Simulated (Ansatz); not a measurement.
# CH₃FSiTe: small, medium and large basis sets

The task here is to estimate one member of a computed series from the others.

The runs use Ansatz 0.2.0, Gaussian basis; one geometry, several basis sets.

Plan: PBE0-D4/def2-SVP; ωB97M-V/def2-SVP; PBE0-D4/def2-QZVPP; ωB97M-V/def2-QZVPP; the functionals' def2-TZVPP values are taken from earlier runs.

1 further run of the same task is left out (for a known fault of the program).

### The relaxed structure

An earlier PBE0-D4 in a triple-zeta def2 set relaxation fixed the geometry. Te takes the def2 core potential; no spin-orbit term is included.

SMILES `FC1[SiH2][Te]1`, 7 atoms, charge 0, spin multiplicity 1.

Atoms are counted from 1 here; the program's logs count them from 0.

Bond lengths: F1–C2 1.359 Å, C2–Si3 1.860 Å, C2–Te4 2.233 Å, C2–H5 1.086 Å, Si3–Te4 2.434 Å, Si3–H6 1.479 Å, Si3–H7 1.481 Å. Angles: F1–C2–Si3 119.7°, F1–C2–Te4 115.3°, F1–C2–H5 110.7°, Si3–C2–Te4 72.3°, Si3–C2–H5 122.6°, Te4–C2–H5 109.6°, C2–Si3–Te4 60.9°, C2–Si3–H6 115.5°, C2–Si3–H7 118.6°, Te4–Si3–H6 118.7°, Te4–Si3–H7 119.8°, H6–Si3–H7 113.5°, C2–Te4–Si3 46.7°.

Set-up of the first run:

Contents of in.yaml:

```yaml
crystal:
  periodic: [false, false, false]
  atoms:
    - {symbol: F, position_ang: [-1.180018, -1.449381, 0.629295]}
    - {symbol: C, position_ang: [-0.359354, -0.808685, -0.244303]}
    - {symbol: Si, position_ang: [0.551214, 0.720076, 0.297684]}
    - {symbol: Te, position_ang: [-1.267179, 0.933224, -1.306248]}
    - {symbol: H, position_ang: [0.047445, -1.506458, -0.970980]}
    - {symbol: H, position_ang: [0.317529, 1.136789, 1.696954]}
    - {symbol: H, position_ang: [1.951662, 0.906436, -0.148102]}
basis:
  gaussian: {orbitals: def2-SVP}
hamiltonian: {xc: pbe0, dispersion: d4}
output: {orbitals: {seedname: orbitals}}
```

On the command line:

```console
> ansatz run in.yaml --threads 2 --pin off --events-out ev --progress --plain --max-ram 4352MiB
```

Among the steps run: PBE0-D4 in def2-SVP; ωB97M-V in def2-SVP; PBE0-D4 in def2-QZVPP; ωB97M-V in def2-QZVPP.

One of the session's tables, all rows but one given; the rest of the session is left out.

| functional | basis | HOMO (eV) |
| --- | --- | --- |
| PBE0-D4 | def2-SVP | -6.43 |
| PBE0-D4 | def2-TZVPP | ? |
| PBE0-D4 | def2-QZVPP | -6.53 |
| ωB97M-V | def2-SVP | -8.45 |
| ωB97M-V | def2-TZVPP | -8.56 |
| ωB97M-V | def2-QZVPP | -8.59 |

**Question.** Estimate the row for PBE0-D4, def2-TZVPP.

The run gave: HOMO (eV): -6.51. In the column «HOMO (eV)» it lies between PBE0-D4, def2-QZVPP (-6.53) and PBE0-D4, def2-SVP (-6.43).
